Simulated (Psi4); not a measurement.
# singlet InNH2Cl+: levels of theory compared

We compute a comparison of 5 runs (BLYP/def2-SVP, M06-L/def2-SVP, PBE/def2-SVP, r2SCAN/def2-SVP, revPBE/def2-SVP) of singlet InNH2Cl+. 

Program for the calculation: Psi4 1.11.

## 1. Starting point

InNH2Cl+ has 5 atoms, charge +1, and is taken as a singlet. SMILES of the parent species: `[NH2][In][Cl]`. Geometry: relaxed at PBE0-D4/def2-TZVP. This is one conformer, not always the lowest. That shape belongs to the parent species and isn't relaxed for this state.

Bond lengths: N1–In2 2.072 Å, In2–Cl3 2.369 Å, N1–H4 1.015 Å, N1–H5 1.017 Å. Angles: N1–In2–Cl3 113.1°, In2–N1–H4 113.0°, In2–N1–H5 110.3°, H4–N1–H5 107.4°.

## 2. The energy at BLYP/def2-SVP (core potential) (run 1)

Contents of input.json:

```json
{
  "schema_name": "qcschema_input",
  "schema_version": 1,
  "molecule": {
    "schema_name": "qcschema_molecule",
    "schema_version": 2,
    "symbols": ["N", "In", "Cl", "H", "H"],
    "geometry": [-0.26947495, 1.52803254, -0.93333573, -0.77781127, -2.30130847, -0.28969501, 2.6295539, -4.17912932, 1.925064, -1.88915921, 2.4260304, -1.42995576, 0.40118886, 2.38710204, 0.64968784],
    "molecular_charge": 1,
    "molecular_multiplicity": 1,
    "fix_symmetry": "c1",
    "fix_com": true,
    "fix_orientation": true
  },
  "driver": "energy",
  "model": {
    "method": "blyp",
    "basis": "def2-SVP"
  },
  "keywords": {
    "puream": true,
    "e_convergence": 1e-09,
    "d_convergence": 1e-08,
    "scf_type": "pk",
    "dft_radial_points": 99,
    "dft_spherical_points": 590,
    "scf_properties": ["MULLIKEN_CHARGES", "QUADRUPOLE", "MAYER_INDICES"]
  }
}
```

The run is started by

```bash
psi4 --qcschema input.json -n 1 --memory 2200MB
```

stdout:

```text
[...]
  Running in c1 symmetry.
[...]
  Nuclear repulsion =  154.716518858565308
[...]
  Multiplicity = 1
[...]
  Nalpha       = 23
  Nbeta        = 23
[...]
    Number of basis functions: 68
[...]
   @RKS iter   1:  -705.32721115427057   -3.58167e-01   1.38087e-02 ADIIS/DIIS
[...]
   @RKS iter  14:  -705.76800989436686   -4.66116e-12   9.94293e-09 DIIS
[...]
  @RKS Final Energy:  -705.76800989436686
   => Energetics <=
    Nuclear Repulsion Energy =            154.7165188585653084
    One-Electron Energy =               -1343.3009812956872793
    Two-Electron Energy =                 535.0851799258389292
    DFT Exchange-Correlation Energy =     -52.2687273830837000
    Empirical Dispersion Energy =           0.0000000000000000
    VV10 Nonlocal Energy =                  0.0000000000000000
    Total Energy =                       -705.7680098943668554
[...]
 Multipole Moments:
 ------------------------------------------------------------------------------------
     Multipole            Electronic (a.u.)      Nuclear  (a.u.)        Total (a.u.)
 ------------------------------------------------------------------------------------
 L = 1.  Multiply by 2.5417464519 to convert [e a0] to [Debye]
 Dipole X            :        -26.2483696           24.9940846           -1.2542849
 Dipole Y            :        102.4830051         -103.8633161           -1.3803110
 Dipole Z            :        -19.6354826           19.3288748           -0.3066079
 Magnitude           :                                                    1.8901051
 L = 2.  Multiply by 1.3450342976 to convert [e a0^2] to [Debye ang]
 Quadrupole XX       :       -159.3362062          134.4904032          -24.8458030
 Quadrupole XY       :        157.1066858         -155.7353661            1.3713197
[...]
```

The result, in JSON:

```text
{
 "driver": "energy",
 "model": {
  "method": "blyp",
  "basis": "def2-SVP"
 },
 "success": true,
 "return_result": -705.7680098943669,
 "properties": {
  "calcinfo_nbasis": 68,
  "calcinfo_nmo": 68,
  "calcinfo_nalpha": 23,
  "calcinfo_nbeta": 23,
  "calcinfo_natom": 5,
  "nuclear_repulsion_energy": 154.7165188585653,
  "return_energy": -705.7680098943669,
  "scf_one_electron_energy": -1343.3009812956873,
  "scf_two_electron_energy": 535.0851799258389,
  "scf_xc_energy": -52.2687273830837,
  "scf_dipole_moment": [-1.2542849459642191, -1.380310962037825, -0.30660787867530104],
  "scf_total_energy": -705.7680098943669,
  "scf_iterations": 14
 }
}
```

Run time: 16 s. Hardware: 1 thread of Intel Xeon at 2.50GHz (Skylake/Cascade Lake), shared host; peak memory 0.69 GiB.

## 3. Energy and forces at M06-L/def2-SVP (core potential) (run 2)

Contents of calc.py:

```python
import psi4

psi4.set_memory('2200 MB')
psi4.set_num_threads(1)
psi4.set_output_file('clh2inn.out', False)

mol = psi4.geometry("""
1 1
N     -0.142600     0.808600    -0.493900
In    -0.411600    -1.217800    -0.153300
Cl     1.391500    -2.211500     1.018700
H     -0.999700     1.283800    -0.756700
H      0.212300     1.263200     0.343800
symmetry c1
""")

psi4.set_options({
    'basis': 'def2-SVP',
    'puream': True,
    'e_convergence': 1e-09,
    'd_convergence': 1e-08,
    'scf_type': 'pk',
    'dft_radial_points': 99,
    'dft_spherical_points': 590,
})

E, wfn = psi4.gradient('m06-l', molecule=mol, return_wfn=True)
psi4.oeprop(wfn, 'MULLIKEN_CHARGES', 'QUADRUPOLE', 'MAYER_INDICES')
print('gradient / Eh bohr^-1')
print(E.np.round(6))
print(f'energy = {wfn.energy():.10f} Eh')
```

The run is started by

```bash
python calc.py
```

clh2inn.out:

```text
[...]
  Running in c1 symmetry.
[...]
  Nuclear repulsion =  154.716518533842446
[...]
  Multiplicity = 1
[...]
  Nalpha       = 23
  Nbeta        = 23
[...]
    Number of basis functions: 68
[...]
   @RKS iter   1:  -705.61672001105785   -5.15518e-01   1.21841e-02 ADIIS/DIIS
[...]
   @RKS iter  14:  -705.97234715044101   -1.36424e-12   3.06384e-09 DIIS
[...]
  @RKS Final Energy:  -705.97234715044101
   => Energetics <=
    Nuclear Repulsion Energy =            154.7165185338424465
    One-Electron Energy =               -1343.5788398529646201
    Two-Electron Energy =                 535.4239368003798063
    DFT Exchange-Correlation Energy =     -52.5339626316986070
    Empirical Dispersion Energy =           0.0000000000000000
    VV10 Nonlocal Energy =                  0.0000000000000000
    Total Energy =                       -705.9723471504410099
[...]
  -Total Gradient:
     Atom            X                  Y                   Z
    ------   -----------------  -----------------  -----------------
       1        0.004445540970     0.010786897877     0.017668142617
       2       -0.025920091762    -0.004105586978    -0.018276164143
       3        0.014546297138     0.002423455401     0.009548600212
       4        0.006304202610    -0.008346031346     0.003555895593
       5        0.000592739508    -0.000737252032    -0.012613072824
[...]
  Mulliken Charges: (a.u.)
   Center  Symbol    Alpha    Beta     Spin     Total
       1     N     3.66499  3.66499  0.00000 -0.32999
       2    IN     9.97676  9.97676  0.00000  1.04649
       3    CL     8.56698  8.56698  0.00000 -0.13396
       4     H     0.39765  0.39765  0.00000  0.20471
       5     H     0.39362  0.39362  0.00000  0.21275
   Total alpha = 23.00000, Total beta = 23.00000, Total charge =  1.00000
  Mayer Bond Indices:
[...]
```

The script printed:

```text
gradient / Eh bohr^-1
[[ 0.004446  0.010787  0.017668]
 [-0.02592  -0.004106 -0.018276]
 [ 0.014546  0.002423  0.009549]
 [ 0.006304 -0.008346  0.003556]
 [ 0.000593 -0.000737 -0.012613]]
energy = -705.9723471504 Eh
```

Wall time 38 s (1 thread of Intel Xeon at 2.50GHz (Skylake/Cascade Lake), shared host); peak memory 1.3 GiB.

Runs 3 to 4 aren't shown in full; the table further down has their settings and results.

## 4. Energy and gradient at revPBE/def2-SVP (core potential) (run 5)

Contents of clh2inn.xyz:

```xyz
5
ClH2InN
N     -0.142600     0.808600    -0.493900
In    -0.411600    -1.217800    -0.153300
Cl     1.391500    -2.211500     1.018700
H     -0.999700     1.283800    -0.756700
H      0.212300     1.263200     0.343800
```

Contents of run.py:

```python
import numpy as np
from ase.calculators.psi4 import Psi4
from ase.io import read

a = read('clh2inn.xyz')
calc = Psi4(atoms=a, method='revpbe', basis='def2-SVP', memory='2200MB', num_threads=1, charge=1, multiplicity=1, label='psi4-calc', reference='rks')
calc.psi4.set_options({'puream': True, 'e_convergence': 1e-09, 'd_convergence': 1e-08, 'scf_type': 'pk', 'dft_radial_points': 99, 'dft_spherical_points': 590})
a.calc = calc

forces = a.get_forces()
print(f'energy: {a.get_potential_energy():.6f} eV')
print('forces / eV A^-1')
print(np.round(forces, 5))
```

The run is started by

```bash
python run.py
```

psi4-calc.dat:

```text
[...]
    !!!  WARNING: ECP capability is in beta. Please check occupations closely.  !!!
[...]
  Running in c1 symmetry.
[...]
  Nuclear repulsion =  154.716518533842446
[...]
  Multiplicity = 1
[...]
  Nalpha       = 23
  Nbeta        = 23
[...]
    Number of basis functions: 68
[...]
   @RKS iter   1:  -705.39808450982082   -4.19226e-01   1.28048e-02 DIIS/ADIIS
[...]
   @RKS iter  14:  -705.78194216574764   -6.82121e-12   4.07439e-09 DIIS
[...]
  @RKS Final Energy:  -705.78194216574764
   => Energetics <=
    Nuclear Repulsion Energy =            154.7165185338424465
    One-Electron Energy =               -1343.2933896062263557
    Two-Electron Energy =                 535.0823326032904106
    DFT Exchange-Correlation Energy =     -52.2874036966540672
    Empirical Dispersion Energy =           0.0000000000000000
    VV10 Nonlocal Energy =                  0.0000000000000000
    Total Energy =                       -705.7819421657476369
[...]
  -Total Gradient:
     Atom            X                  Y                   Z
    ------   -----------------  -----------------  -----------------
       1       -0.000126693136     0.011911547318     0.021922060177
       2       -0.020451263535    -0.002220646286    -0.015901192761
       3        0.009874824945     0.005159301005     0.006545731784
       4        0.013558835731    -0.011145157567     0.006464895821
       5       -0.002843269298    -0.003715623594    -0.019014700919
[...]
```

The script printed:

```text
energy: -19205.304877 eV
forces / eV A^-1
[[ 0.00651 -0.61252 -1.12728]
 [ 1.05165  0.11419  0.81767]
 [-0.50778 -0.2653  -0.3366 ]
 [-0.69722  0.57311 -0.33244]
 [ 0.14621  0.19107  0.97778]]
```

Wall time 26 s (1 thread of Intel Xeon at 2.50GHz (Skylake/Cascade Lake), shared host); peak memory 0.7 GiB.

## 5. All runs side by side

| run | level | task | energy (Eh) | HOMO energy (eV) | LUMO energy (eV) | HOMO–LUMO gap (eV) | wall time |
| --- | --- | --- | --- | --- | --- | --- | --- |
| 1 | BLYP/def2-SVP (core potential) | energy | -705.768010 | -12.38 | -11.14 | 1.24 | 16 s |
| 2 | M06-L/def2-SVP (core potential) | gradient | -705.972347 | -12.78 | -11.22 | 1.56 | 38 s |
| 3 | PBE/def2-SVP (core potential) | energy | -705.575595 | -12.52 | -11.23 | 1.29 | 18 s |
| 4 | r2SCAN/def2-SVP (core potential) | gradient | -705.832813 | -12.83 | -11.23 | 1.60 | 42 s |
| 5 | revPBE/def2-SVP (core potential) | gradient | -705.781942 | -12.47 | -11.15 | 1.33 | 26 s |

## 6. Results

```
                       quantity          value
            run 5: total energy  -705.78194 Eh
             run 5: HOMO energy      -12.47 eV
             run 5: LUMO energy      -11.15 eV
           run 5: HOMO–LUMO gap        1.33 eV
run 5: largest force on an atom     1.337 eV/Å
```

**Reading.** The HOMO–LUMO gap runs from 1.24 eV (BLYP/def2-SVP) to 1.60 eV (r2SCAN/def2-SVP). Totals of different functionals can't be ranked against each other. All runs together took 2.3 min, the longest 42 s.
